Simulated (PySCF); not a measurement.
# Hf₃: relaxation and vibrations of the triplet

Where does triplet Hf₃ go from a PBE0 minimum start, is the end point a minimum, and what are its modes, charges and moments?

Program: PySCF 2.14.0. Level of theory: PBE0, basis Hf def2-TZVP with ECP60, scalar-relativistic core potentials, no spin–orbit coupling, density fitting. These are calculated values, not measurements.

## Step 1: The system as given

3 atoms, charge 0, spin multiplicity 3.

Bond lengths: Hf1–Hf2 2.707 Å, Hf1–Hf3 2.708 Å, Hf2–Hf3 2.707 Å. Angles: Hf2–Hf1–Hf3 60.0°, Hf1–Hf2–Hf3 60.0°, Hf1–Hf3–Hf2 60.0°.

```xyz
3
charge 0 multiplicity 3
Hf   -1.3538    0.0000    0.7816
Hf    0.0000    0.0000   -1.5632
Hf    1.3538    0.0000    0.7816
```

## Step 2: The SCF at the typed geometry

The steps below are one call of a driver around PySCF. For each, scf.py gives the equivalent set-up of the SCF; relaxations use the driver's own optimiser. After this first run the driver tries any further starts and a stability analysis.

File scf.py:

```python
from pyscf import gto, scf, dft
mol = gto.M(atom='''
Hf    -1.353750     0.000000     0.781590
Hf    -0.000000     0.000000    -1.563170
Hf     1.353750     0.000000     0.781590''',
    basis={'Hf': 'def2-TZVP'},
    ecp={'Hf': 'def2-TZVP'},
    charge=0, spin=2)
mf = dft.UKS(mol, xc='PBE0')
mf.grids.atom_grid = (50, 194)
aux = {'Hf': 'def2-universal-JKFIT'}
mf = mf.density_fit(auxbasis=aux)
mf.conv_tol = 1e-08
mf.diis_space = 10
mf.max_cycle = 60
mf.init_guess = 'minao'
mf.verbose = 4
mf.kernel()
```

Started as:

```
$ OMP_NUM_THREADS=4 python axn.py task.json out
```

Further steps of the session: PBE0 minimum start, triplet: relaxation; Hessian and properties.

**Question.** What will these runs give? Wanted: minimum; geometry; wavenumbers; dipole moment; highest occupied, lowest empty level; polar-tensor charge of Hf1; zero-point energy; atomisation energy; ⟨S²⟩.

The runs gave:

```
                                          quantity                                    value
                                           minimum                             triplet, D3h
                                          geometry  Hf–Hf 2.707 Å (×3); Hf–Hf–Hf 60.0° (×3)
                                wavenumbers (cm⁻¹)                      146 (e'), 203 (a1')
                                     dipole moment                                   0.00 D
highest occupied, lowest empty level (either spin)                          -4.10, -1.99 eV
                        polar-tensor charge of Hf1                                  -0.00 e
                                 zero-point energy                               3.0 kJ/mol
                               entropy at 298.15 K                          345.5 J/(mol K)
         atomisation energy (no zero-point energy)                               555 kJ/mol
                                              ⟨S²⟩                                    2.055
```

The PBE0 minimum start keeps its D3h symmetry and ends in a minimum. Other starts or spin states, not run here, may lie lower. Open d and f shells are described by one determinant, and the ground state may have another occupation or spin. Spin–orbit coupling, left out here, can matter for elements this heavy.
